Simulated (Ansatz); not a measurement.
# CH₃AlFNS: small, medium and large basis sets

One table from this session's results is given with a row withheld; the runs are named, their logs left out.

Program: Ansatz 0.2.0, Gaussian basis. Level of theory: one geometry, several basis sets. These are calculated values, not measurements.

Plan: PBE0-D4/def2-SVP; ωB97M-V/def2-SVP; PBE0-D4/def2-QZVPP; ωB97M-V/def2-QZVPP; the functionals' def2-TZVPP values are taken from earlier runs.

## The relaxed structure

The geometry comes from an earlier relaxation with PBE0-D4 in a triple-zeta def2 set; it is a stationary point, not always the lowest conformer.

SMILES `N[C]1(F)[AlH][S]1`, 8 atoms, charge 0, spin multiplicity 1.

Atoms are counted from 1 here; the program's logs count them from 0.

Bond lengths: N1–C2 1.415 Å, N1–H6 1.012 Å, N1–H7 1.008 Å, C2–F3 1.378 Å, C2–Al4 1.944 Å, C2–S5 1.900 Å, Al4–S5 2.133 Å, Al4–H8 1.573 Å. Angles: C2–N1–H6 112.0°, C2–N1–H7 112.2°, H6–N1–H7 110.3°, N1–C2–F3 107.4°, N1–C2–Al4 133.4°, N1–C2–S5 110.9°, F3–C2–Al4 116.5°, F3–C2–S5 111.1°, Al4–C2–S5 67.4°, C2–Al4–S5 55.3°, C2–Al4–H8 159.8°, S5–Al4–H8 144.8°, C2–S5–Al4 57.3°.

The first run:

in.yaml

```yaml
crystal:
  periodic: [false, false, false]
  atoms:
    - {symbol: N, position_ang: [0.025474, 0.538494, 1.349462]}
    - {symbol: C, position_ang: [0.466344, 0.171596, 0.055497]}
    - {symbol: F, position_ang: [1.839252, 0.292621, 0.037777]}
    - {symbol: Al, position_ang: [-0.333554, -0.856678, -1.387218]}
    - {symbol: S, position_ang: [-0.333080, 1.273116, -1.269849]}
    - {symbol: H, position_ang: [0.184828, -0.196143, 2.027376]}
    - {symbol: H, position_ang: [-0.943400, 0.817871, 1.356855]}
    - {symbol: H, position_ang: [-0.813765, -2.097977, -2.225699]}
basis:
  gaussian: {orbitals: def2-SVP}
hamiltonian: {xc: pbe0, dispersion: d4}
output: {orbitals: {seedname: orbitals}}
```

On the command line:

```console
ansatz run in.yaml --threads 2 --pin off --events-out ev --progress --plain --max-ram 4352MiB
```

Steps of the session up to this table: PBE0-D4 in def2-SVP; ωB97M-V in def2-SVP; PBE0-D4 in def2-QZVPP; ωB97M-V in def2-QZVPP.

One of the session's tables, all rows but one given; the rest of the session is left out.

It belongs to the step «Functionals by basis». 

| functional | basis | HOMO (eV) | LUMO (eV) |
| --- | --- | --- | --- |
| PBE0-D4 | def2-SVP | ? | ? |
| PBE0-D4 | def2-TZVPP | -6.25 | -1.53 |
| PBE0-D4 | def2-QZVPP | -6.30 | -1.59 |
| ωB97M-V | def2-SVP | -8.19 | 0.29 |
| ωB97M-V | def2-TZVPP | -8.37 | 0.08 |
| ωB97M-V | def2-QZVPP | -8.42 | -0.10 |

Estimate the missing values for PBE0-D4, def2-SVP.

As computed: HOMO (eV): -6.11; LUMO (eV): -1.42. In the column «HOMO (eV)» it is the highest.
